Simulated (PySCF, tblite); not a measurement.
# C₅H₁₆BNSi: geometry, infrared bands and NMR shifts

Aim: predict the infrared bands and NMR shifts of C₅H₁₆BNSi (`C[N@@H+]1CC[B@-]1(C)C[SiH3]`).

Programs: tblite 0.8.0 and PySCF 2.14.0, with density-fitted response routines of our own. Each step states its level of theory. These are calculated values for one molecule in the gas phase, unless marked as measured. Atoms are numbered from 0 throughout.

### 1 The molecule as given

24 atoms, charge 0, multiplicity 1; geometry from: force field or distance geometry start.

Bonds of the start (Å): C0–N1 1.46, N1–C2 1.48, C2–C3 1.52, C3–B4 1.59, B4–C5 1.62, B4–C6 1.64, C6–Si7 1.88, B4–N1 1.56, C0–H8 1.11, C0–H9 1.10, C0–H10 1.12, N1–H11 1.06, C2–H12 1.12, C2–H13 1.11, C3–H14 1.11, C3–H15 1.13, C5–H16 1.12, C5–H17 1.11, C5–H18 1.10, C6–H19 1.10, C6–H20 1.11, Si7–H21 1.47, Si7–H22 1.48, Si7–H23 1.48.

### 2 Relaxing the molecule with GFN2-xTB

Job settings and geometry (Å):

```
{"job": {"kind": "relax", "xc": "GFN2-xTB", "basis": "xTB"}, "charge": 0, "multiplicity": 1}
C     -2.115900     0.355700    -1.045200
N     -1.498000    -0.293100     0.102600
C     -1.482600     0.542200     1.326200
C      0.028400     0.606700     1.473400
B      0.061300    -0.320300     0.179300
C      0.610400    -1.810300     0.475900
C      0.821600     0.396700    -1.089700
Si     2.686000     0.510600    -0.847300
H     -1.795500     1.412000    -1.160800
H     -1.895600    -0.204900    -1.969200
H     -3.231000     0.354200    -0.915700
H     -1.933900    -1.233400     0.304600
H     -1.931500     1.562400     1.178500
H     -1.972400     0.027500     2.179800
H      0.434000     1.630300     1.333700
H      0.380200     0.090900     2.416200
H      1.644800    -1.758500     0.895200
H     -0.031700    -2.326100     1.223100
H      0.624600    -2.402100    -0.451800
H      0.624500    -0.178100    -2.008100
H      0.455400     1.439000    -1.216400
H      3.260700     1.269000    -1.965700
H      2.985400     1.199000     0.427000
H      3.259300    -0.849500    -0.838000
```

Started as:

```console
OMP_NUM_THREADS=1 python probes_run.py task.json out
```

This one command runs all jobs of the session in turn.

**Question.** This job is followed by: GFN2-xTB harmonic vibrations, gas phase; GIAO PBE0/pcSseg-1 NMR shielding, non-relativistic, gas phase. Predict these results of the whole session: strongest single infrared mode (GFN2-xTB); zero-point energy (GFN2-xTB); ¹³C shifts against TMS (PBE0/pcSseg-1); ¹H shifts against TMS (PBE0/pcSseg-1, means over atoms taken as alike); ¹⁵N shifts against NH3 (PBE0/pcSseg-1); ¹¹B shifts against BF3·OEt2 (PBE0/pcSseg-1); ²⁹Si shifts against TMS (PBE0/pcSseg-1).

**Answer**, as computed:

```
                                                              quantity                                                              value
                             strongest single infrared mode (GFN2-xTB)                                              2227 cm⁻¹, 449 km/mol
                                          zero-point energy (GFN2-xTB)                                                     127.1 kcal/mol
                                ¹³C shifts against TMS (PBE0/pcSseg-1)                                   51.5, 34.7, 14.5, 12.3, -0.6 ppm
¹H shifts against TMS (PBE0/pcSseg-1, means over atoms taken as alike)  3.86, 3.63, 3.01, 2.31, 1.85, 0.76, 0.71, -0.06, -0.29, -0.40 ppm
                                ¹⁵N shifts against NH3 (PBE0/pcSseg-1)                                                           64.7 ppm
                           ¹¹B shifts against BF3·OEt2 (PBE0/pcSseg-1)                                                           -0.9 ppm
                               ²⁹Si shifts against TMS (PBE0/pcSseg-1)                                                          -77.3 ppm
```

The optimisation took 133 steps and gained 0.542 eV; among the close pairs (by a distance rule), N1–B4 changed most, from 1.561 to 1.711 Å. No mode is imaginary among the 66: a minimum at this level. The strongest single mode, at 2227 cm⁻¹, moves mainly H22 and H23. GFN2-xTB is a fitted tight-binding method: band positions and strengths are rough. Its intensities can rank the bands wrongly. C2 (sp3 CH2 bonded to N) lies farthest downfield among carbon, at 51.5 ppm; deshielded by the electronegative neighbour. At PBE0/pcSseg-1: The widest tensor belongs to Si7: span 79 ppm, with a paramagnetic part of -453 ppm.
